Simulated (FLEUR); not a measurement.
# GdO (Pm-3m) in FLEUR: further runs, part 3 of 3

FLEUR MaX-R8.1 (later development tree).

**6. Single point, PBE+U, collinear spin, ferromagnetic start**

Input file inp.xml:

```xml
<?xml version="1.0" encoding="UTF-8" standalone="no"?>
<fleurInput fleurInputVersion="0.39">
   <comment>
      GdO                                                                                                 
   </comment>
   <calculationSetup>
      <cutoffs Kmax="4.31" Gmax="13.4" GmaxXC="13.4" numbands="0"/>
      <scfLoop itmax="100" minDistance="0.001" maxIterBroyd="50" imix="Anderson" alpha="0.05" precondParam="0.0" spinf="2.0" sdNocoIR="T"/>
      <coreElectrons ctail="T" frcor="F" kcrel="0" coretail_lmax="0"/>
      <xcFunctional name="pbe" relativisticCorrections="F"/>
      <magnetism jspins="2"/>
      <soc l_soc="F" theta="0.0" phi="0.0" spav="F"/>
      <expertModes spex="0" secvar="F"/>
      <geometryOptimization l_f="F" forcealpha="1.0" forcemix="BFGS" epsdisp="0.00001" epsforce="0.00001"/>
      <ldaU l_linMix="F" mixParam="0.05" spinf="1.0"/>
   </calculationSetup>
   <cell>
      <bzIntegration valenceElectrons="24.0" mode="gauss" fermiSmearingEnergy="0.00183747">
         <kPointListSelection listName="default-1"/>
         <!-- k-points included here -->
         <xi:include xmlns:xi="http://www.w3.org/2001/XInclude" href="kpts.xml"> </xi:include>
      </bzIntegration>
      <!-- symmetry operations included here -->
      <xi:include xmlns:xi="http://www.w3.org/2001/XInclude" href="sym.xml"> </xi:include>
      <bulkLattice scale="1.0">
         <bravaisMatrix>
            <row-1>    5.2946606585357543     0.0000000000000000     0.0000000000000000</row-1>
            <row-2>    0.0000000000000000     5.2946606585357543     0.0000000000000000</row-2>
            <row-3>    0.0000000000000000     0.0000000000000000     5.2946606585357543</row-3>
         </bravaisMatrix>
      </bulkLattice>
   </cell>
   <atomSpecies>
      <species name="Gadolinium7.000" element="Gd" atomicNumber="64">
         <mtSphere radius="2.45" gridPoints="811" logIncrement="0.016"/>
         <atomicCutoffs lmax="10" lnonsphr="10"/>
         <electronConfig flipSpins="F">
            <coreConfig>(1s1/2) (2s1/2) (2p1/2) (2p3/2) (3s1/2) (3p1/2) (3p3/2) (4s1/2) (3d3/2) (3d5/2) (4p1/2) (4p3/2) (4d3/2) (4d5/2)</coreConfig>
            <valenceConfig>(5s1/2) (5p1/2) (5p3/2) (6s1/2) (4f5/2) (4f7/2) (5d3/2) (5d5/2)</valenceConfig>
            <stateOccupation state="(4f5/2)" spinUp="2.5" spinDown="0.5"/>
            <stateOccupation state="(4f7/2)" spinUp="4.0" spinDown="0.0"/>
            <stateOccupation state="(5d3/2)" spinUp="0.4" spinDown="0.0"/>
            <stateOccupation state="(5d5/2)" spinUp="0.6" spinDown="0.0"/>
         </electronConfig>
         <energyParameters s="6" p="5" d="5" f="4"/>
         <ldaU l="3" U="8" J="0.0" l_amf="F"/>
         <lo type="SCLO" l="0" n="5" eDeriv="0"/>
         <lo type="HELO" l="1" n="6" eDeriv="0"/>
         <lo type="HELO" l="1" n="6" eDeriv="1"/>
         <lo type="SCLO" l="2" n="5" eDeriv="2"/>
      </species>
      <species name="Oxygen (O)" element="O" atomicNumber="8">
         <mtSphere radius="1.67" gridPoints="553" logIncrement="0.019"/>
         <atomicCutoffs lmax="8" lnonsphr="8"/>
         <electronConfig flipSpins="F">
            <coreConfig>(1s1/2)</coreConfig>
            <valenceConfig>(2s1/2) (2p1/2) (2p3/2)</valenceConfig>
            <stateOccupation state="(2p1/2)" spinUp="0.666667" spinDown="0.666667"/>
            <stateOccupation state="(2p3/2)" spinUp="1.333333" spinDown="1.333333"/>
         </electronConfig>
         <energyParameters s="2" p="2" d="3" f="4"/>
         <lo type="SCLO" l="0" n="2" eDeriv="2"/>
         <lo type="SCLO" l="1" n="2" eDeriv="2"/>
         <lo type="SCLO" l="2" n="3" eDeriv="2"/>
      </species>
   </atomSpecies>
   <atomGroups>
      <atomGroup species="Gadolinium7.000">
         <relPos label="                   1">.0000000000 .0000000000 .0000000000</relPos>
         <force calculate="T" relaxXYZ="TTT"/>
      </atomGroup>
      <atomGroup species="Oxygen (O)">
         <relPos label="                   2">1.000/2.000 1.000/2.000 1.000/2.000</relPos>
         <force calculate="T" relaxXYZ="TTT"/>
      </atomGroup>
   </atomGroups>
   <output dos="F" band="F" slice="F">
      <checks vchk="F" cdinf="F"/>
      <bandDOS minEnergy="-.5*Htr" maxEnergy="0.5*Htr" sigma="0.015" storeEVData="T"/>
      <vacuumDOS vacdos="F" integ="F" star="F" nstars="0" locx1="0.0" locy1="0.0" locx2="0.0" locy2="0.0" nstm="0" tworkf="0.0"/>
      <unfoldingBand unfoldBand="F" supercellX="1" supercellY="1" supercellZ="1"/>
      <plotting iplot="0" polar="F">
         <plot TwoD="T" vec1="  1.0  0.0  0.0" vec2="  0.0  1.0  0.0" vec3="  0.0  0.0  1.0" zero="  0.0  0.0  0.0" file="plot"/>
      </plotting>
      <chargeDensitySlicing numkpt="0" minEigenval="0.0" maxEigenval="0.0" nnne="0" pallst="F"/>
      <specialOutput eonly="F"/>
      <moessbauerParams electricFieldGradient="T" isomerShift="T" coreHyperfine="T" valenceHyperfine="T"/>
      <magneticCircularDichroism mcd="F" energyLo="-10.0" energyUp="0.0"/>
   </output>
  <!-- We include the file relax.xml here to enable relaxations (see documentation) -->
  <xi:include xmlns:xi="http://www.w3.org/2001/XInclude" href="relax.xml"> <xi:fallback/> </xi:include>
</fleurInput>
```

Input file crystal.txt:

```
GdO
&input cartesian=F /
2.8018137600  0.0000000000  0.0000000000
0.0000000000  2.8018137600  0.0000000000
0.0000000000  0.0000000000  2.8018137600
1.8897261246
1.0 1.0 1.0

2
64 0.0000000000  0.0000000000  0.0000000000 : 7.000
8 0.5000000000  0.5000000000  0.5000000000

&kpt div1=7 div2=7 div3=7 gamma=T /
```

Potentials or basis: all-electron, FLAPW.

Launch:

```sh
> inpgen -f crystal.txt -profile fastHighL -nosym
> # inp.xml edited to the form shown
> fleur_MPI
```

Log:

```text
Welcome to FLEUR        (www.flapw.de)
      MaX-Release 8.1          (www.max-centre.eu)

 ========== k-point set info ==========
 Selected k-point list: default-1
 k-point list type: mesh
 7 x 7 x 7
 Number of k points: 343

 ------------Calculation Setup---------------------------
 Number of MPI-tasks      :            1
 Number of PE/node        :            1
 Number of OMP-threads    :            1
 Most efficient MPI parallelization for:
           1           7          49         343
 Additional eigenvalue parallelization possible
 Number of basis functions:          247
 Approximate size of matrices (H+S) per k-point:         0.002 GB
 --------------------------------------------------------
 Complex matrix made real
 Complex matrix made real
 Iteration:     1   Distance:      31.67992111 me/bohr^3
 Iteration:     2   Distance:      30.57267000 me/bohr^3
 Iteration:     3   Distance:      21.41276541 me/bohr^3
 Iteration:     4   Distance:       9.52300806 me/bohr^3
 Iteration:     5   Distance:       1.93213986 me/bohr^3
 Iteration:     6   Distance:       0.39564889 me/bohr^3
 Iteration:     7   Distance:       0.36433362 me/bohr^3
 Iteration:     8   Distance:       0.12083769 me/bohr^3
 Iteration:     9   Distance:       0.12066386 me/bohr^3
 Iteration:    10   Distance:       0.03029089 me/bohr^3
 Iteration:    11   Distance:       0.01894203 me/bohr^3
 Iteration:    12   Distance:       0.00384245 me/bohr^3
 Iteration:    13   Distance:       0.00061787 me/bohr^3

 ********************************************************************
 Run finished successfully
 Stop message:
   all done
 ********************************************************************
```

n_mmp_mat:

```text
     1.000000     0.000000    -0.000000    -0.000000    -0.000000    -0.000000    -0.000000
     0.000000     0.000000     0.000000     0.000000     0.000000     0.000000    -0.000000
    -0.000000     0.000000     1.000000    -0.000000     0.000000     0.000000    -0.000000
    -0.000000    -0.000000    -0.000000     0.000000    -0.000000    -0.000000    -0.000000
    -0.000000     0.000000     0.000000    -0.000000     1.000000    -0.000000     0.000000
    -0.000000     0.000000     0.000000     0.000000     0.000000     0.000000     0.000000
[... 20 lines left out ...]
     0.000000     0.000000     0.000000     0.000000     0.000000     0.000000     0.000000
     0.000000     0.000000     0.000000     0.000000     0.000000     0.000000     0.000000
```

out.xml (last iteration):

```text
<iteration numberForCurrentRun="   13" overallNumber="   13">
         <energyParameters units="Htr">
            <atomicEP atomType="1" spin="1" branch="6s" branchLowest="-0.88" branchHighest="3.36" value="0.4385027705"/>
            <atomicEP atomType="1" spin="1" branch="5p" branchLowest="-9.31" branchHighest="0.08" value="-0.1317572270"/>
            <atomicEP atomType="1" spin="1" branch="5d" branchLowest="-4.60" branchHighest="1.50" value="0.5710720660"/>
            <atomicEP atomType="1" spin="1" branch="4f" branchLowest="-9.99" branchHighest="0.53" value="0.5116701622"/>
            <loAtomicEP atomType="1" spin="1" branch="5s" branchLowest="-12.73" branchHighest="-0.88" value="-0.9892988456"/>
            <heloAtomicEP atomType="1" spin="1" branch="6p" branchLowest="2.79" branchHighest="2.79" value="2.7948591317"/>
            <heloAtomicEP atomType="1" spin="1" branch="6p" branchLowest="2.79" branchHighest="2.79" value="2.7948591317"/>
            <loAtomicEP atomType="1" spin="1" branch="5d" branchLowest="-4.60" branchHighest="1.50" value="0.5699146212"/>
            <atomicEP atomType="2" spin="1" branch="2s" branchLowest="-17.97" branchHighest="0.57" value="-0.0843813334"/>
            <atomicEP atomType="2" spin="1" branch="2p" branchLowest="-9.99" branchHighest="1.11" value="0.4050344052"/>
            <atomicEP atomType="2" spin="1" branch="3d" branchLowest="-9.99" branchHighest="4.73" value="0.7409542036"/>
            <atomicEP atomType="2" spin="1" branch="4f" branchLowest="-9.99" branchHighest="7.92" value="0.9016809760"/>
            <loAtomicEP atomType="2" spin="1" branch="2s" branchLowest="-17.97" branchHighest="0.57" value="-0.0843813334"/>
            <loAtomicEP atomType="2" spin="1" branch="2p" branchLowest="-9.99" branchHighest="1.11" value="0.4047876682"/>
[... 164 lines left out ...]
               (+0.00000,+0.00000) (-0.00518,+0.00000) (+0.00000,+0.00000) (+0.00000,+0.00000) (+0.00000,+0.00000) (+0.99698,+0.00000) (+0.00000,+0.00000)
               (+0.00000,+0.00000) (+0.00000,+0.00000) (+0.00047,+0.00000) (+0.00000,+0.00000) (+0.00000,+0.00000) (+0.00000,+0.00000) (+0.99240,+0.00000)
            </densityMatrixFor>
            <densityMatrixFor spin="2" atomType="1" uIndex="1" l="3" U="8.00000000" J="0.00000000">
               (+0.00877,+0.00000) (+0.00000,+0.00000) (+0.00000,+0.00000) (+0.00000,+0.00000) (+0.00263,+0.00000) (+0.00000,+0.00000) (+0.00000,+0.00000)
               (+0.00000,+0.00000) (+0.01189,+0.00000) (+0.00000,+0.00000) (+0.00000,+0.00000) (+0.00000,+0.00000) (-0.00651,+0.00000) (+0.00000,+0.00000)
               (+0.00000,+0.00000) (+0.00000,+0.00000) (+0.00741,+0.00000) (+0.00000,+0.00000) (+0.00000,+0.00000) (+0.00000,+0.00000) (+0.00263,+0.00000)
               (+0.00000,+0.00000) (+0.00000,+0.00000) (+0.00000,+0.00000) (+0.01081,+0.00000) (+0.00000,+0.00000) (+0.00000,+0.00000) (+0.00000,+0.00000)
               (+0.00263,+0.00000) (+0.00000,+0.00000) (+0.00000,+0.00000) (+0.00000,+0.00000) (+0.00741,+0.00000) (+0.00000,+0.00000) (+0.00000,+0.00000)
               (+0.00000,+0.00000) (-0.00651,+0.00000) (+0.00000,+0.00000) (+0.00000,+0.00000) (+0.00000,+0.00000) (+0.01189,+0.00000) (+0.00000,+0.00000)
               (+0.00000,+0.00000) (+0.00000,+0.00000) (+0.00263,+0.00000) (+0.00000,+0.00000) (+0.00000,+0.00000) (+0.00000,+0.00000) (+0.00877,+0.00000)
            </densityMatrixFor>
         </ldaUDensityMatrix>
         <ldaUDensityMatrixConvergence>
            <distance spin="1" distance="0.000001"/>
            <distance spin="2" distance="0.000005"/>
         </ldaUDensityMatrixConvergence>
         <densityConvergence units="me/bohr^3">
            <chargeDensity spin="1" distance="0.0003324476"/>
            <chargeDensity spin="2" distance="0.0004635734"/>
            <overallChargeDensity distance="0.0006178688"/>
            <spinDensity distance="0.0005187308"/>
         </densityConvergence>
      </iteration>
```

It took 12 min on 1 thread of Arm Neoverse N1, shared host; peak memory 0.31 GiB.

What came out:

```
Free energy                                           : -309008.5917 eV
Net moment                                            : 7.22 μB per cell
Site moments                                          : Gd +7.14; O -0.04 μB
Valence electrons inside the program's atomic spheres : Gd 15.83; O 5.44 (radii Gd 2.45, O 1.67 bohr)
```

Levels at points of the mesh, in eV from the Fermi level:
Spin up:
| k point | band 14 | band 15 | band 16 | band 17 | band 18 | band 19 |
| --- | --- | --- | --- | --- | --- | --- |
| (0.00, 0.00, 0.00) | -4.60 | -4.60 | -3.73 | -3.73 | 2.60 | 7.20 |
Spin down:
```csv
k point,band 4,band 5,band 6,band 7,band 8,band 9,band 10,band 11,band 12,band 13
"(0.00, 0.00, 0.00)",-20.14,-20.14,-4.76,-4.76,-4.76,-2.71,-2.71,3.54,3.59,3.59
```

Eigenvalues of the final occupation matrices:
```tsv
site	spin	trace	eigenvalues
atom type 1	1	6.96	0.99 0.99 0.99 0.99 0.99 0.99 1.00
atom type 1	2	0.07	0.01 0.01 0.01 0.01 0.01 0.01 0.02
```

Core levels (eV from the Fermi level):
```csv
atom,levels
1 Gd,"1s1/2 -50046.0, 2s1/2 -8253.7, 2p1/2 -7836.3, 2p3/2 -7140.4, 3s1/2 -1826.0, 3p1/2 -1645.1, 3p3/2 -1502.5, 4s1/2 -365.5, 3d3/2 -1190.4, 3d5/2 -1159.3, 4p1/2 -295.2, 4p3/2 -263.4, 4d3/2 -147.6, 4d5/2 -141.8"
2 O,1s1/2 -508.1
```

Caveat: with Gaussian smearing the program prints no entropy term, so the energy of a metal isn't a free energy; the magnetic or orbital state may not be the lowest; spin-orbit coupling is left out, which moves the levels of the heavy elements; a cell with one magnetic atom can't hold antiferromagnetic order, which such compounds often take. The state reached can hang on the start; a lower one may exist.
